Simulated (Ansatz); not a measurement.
Geometry optimisation, DFT PBE-D3(BJ), scalar-relativistic, plane waves, PAW in Ansatz 0.2.0.

Input file:

```yaml
crystal:
  lattice:
    - [7.67918, 0.0, 0.0]
    - [3.83959, 6.650365, 0.0]
    - [0.0, 0.0, 17.868765]
  atoms:
    - { symbol: H, position: [0.16666666, 0.16666666, 0.05596358] }
    - { symbol: H, position: [0.66666664, 0.16666666, 0.05596358] }
    - { symbol: H, position: [0.16666666, 0.66666663, 0.05596358] }
    - { symbol: H, position: [0.66666664, 0.66666663, 0.05596358] }
    - { symbol: Si, position: [0.16666666, 0.16666666, 0.13990894] }
    - { symbol: Si, position: [0.66666664, 0.16666666, 0.13990894] }
    - { symbol: Si, position: [0.16666666, 0.66666663, 0.13990894] }
    - { symbol: Si, position: [0.66666664, 0.66666663, 0.13990894] }
    - { symbol: Si, position: [-0.16666666, 0.33333332, 0.18377056] }
    - { symbol: Si, position: [0.33333332, 0.33333332, 0.18377056] }
    - { symbol: Si, position: [-0.16666666, 0.83333329, 0.18377056] }
    - { symbol: Si, position: [0.33333332, 0.83333329, 0.18377056] }
    - { symbol: Si, position: [-0.16666666, 0.33333332, 0.31535542] }
    - { symbol: Si, position: [0.33333332, 0.33333332, 0.31535542] }
    - { symbol: Si, position: [-0.16666666, 0.83333329, 0.31535542] }
    - { symbol: Si, position: [0.33333332, 0.83333329, 0.31535542] }
    - { symbol: Si, position: [0.0, 0.0, 0.35921704] }
    - { symbol: Si, position: [0.49999998, 0.0, 0.35921704] }
    - { symbol: Si, position: [0.0, 0.49999997, 0.35921704] }
    - { symbol: Si, position: [0.49999998, 0.49999997, 0.35921704] }
    - { symbol: H, position: [0.49999998, 0.0, 0.44036423] }
    - { symbol: H, position: [0.0, 0.49999997, 0.44036423] }
    - { symbol: H, position: [0.49999998, 0.49999997, 0.44036423] }
    - { symbol: Br, position: [0.99999995, -0.16666666, 0.47002493] }
basis:
  ecutwfc: 420.0
kpoints:
  mp_grid: { grid: [2, 2, 1] }
hamiltonian:
  xc: pbe
  dispersion: d3bj
  pseudopotentials: { kind: paw, azcp: { folder: soft_1 } }
scf:
  occupations: { method: gaussian, width: 0.02 }
  lower_state_search: "off"
relax:
  f_tol: 0.03
  max_steps: 60
  adjacent_minimum: "off"
  constraints: [{ sites: [0, 1, 2, 3, 4, 5, 6, 7] }]
output:
  write_density: true
  write_potential: true
  elf: true
  volumetric_format: npy
```

Launched with:

```bash
$ ansatz run input.yaml --threads 1 --pin off --max-ram 3072MiB --backend cpu --events-out ev --progress --plain --runs-dir out
```

Problem. Where does it end, and by what steps?

Solution. It converged. Limits of this set-up: thin slab, slab without dipole correction, open-shell adsorbate without spin. After 7 steps the energy has fallen by 0.863 eV; Br24 moved furthest, 1.28 Å.

```csv
step,energy less start (eV),largest force component (eV/Å),accepted
0,0.0000,1.184,yes
1,-0.4037,0.880,yes
2,-0.6008,0.622,yes
3,-0.7186,0.403,yes
4,-0.7925,0.253,yes
5,-0.8369,0.146,yes
6,-0.8593,0.054,yes
7,-0.8630,0.007,yes
```

```xyz
24
Lattice="7.6792 0.0000 0.0000 3.8396 6.6504 0.0000 0.0000 0.0000 17.8688" Properties=species:S:1:pos:R:3
H 1.920 1.108 1.000
H 5.759 1.108 1.000
H 3.840 4.434 1.000
H 7.679 4.434 1.000
Si 1.920 1.108 2.500
Si 5.759 1.108 2.500
Si 3.840 4.434 2.500
Si 7.679 4.434 2.500
Si 0.000 2.217 3.257
Si 3.840 2.217 3.264
Si 1.919 5.542 3.253
Si 5.760 5.542 3.255
Si 0.002 2.235 5.603
Si 3.841 2.220 5.610
Si 1.908 5.537 5.596
Si 5.775 5.537 5.599
Si 0.001 0.001 6.307
Si 3.842 0.007 6.375
Si 1.925 3.328 6.376
Si 5.757 3.327 6.377
H 3.844 -0.007 7.875
H 1.914 3.338 7.876
H 5.769 3.336 7.877
Br 7.672 -0.015 8.576
```

Time of the run: 110 s on 1 thread of Arm Neoverse V1 (shared host), peak memory 0.9 GiB.
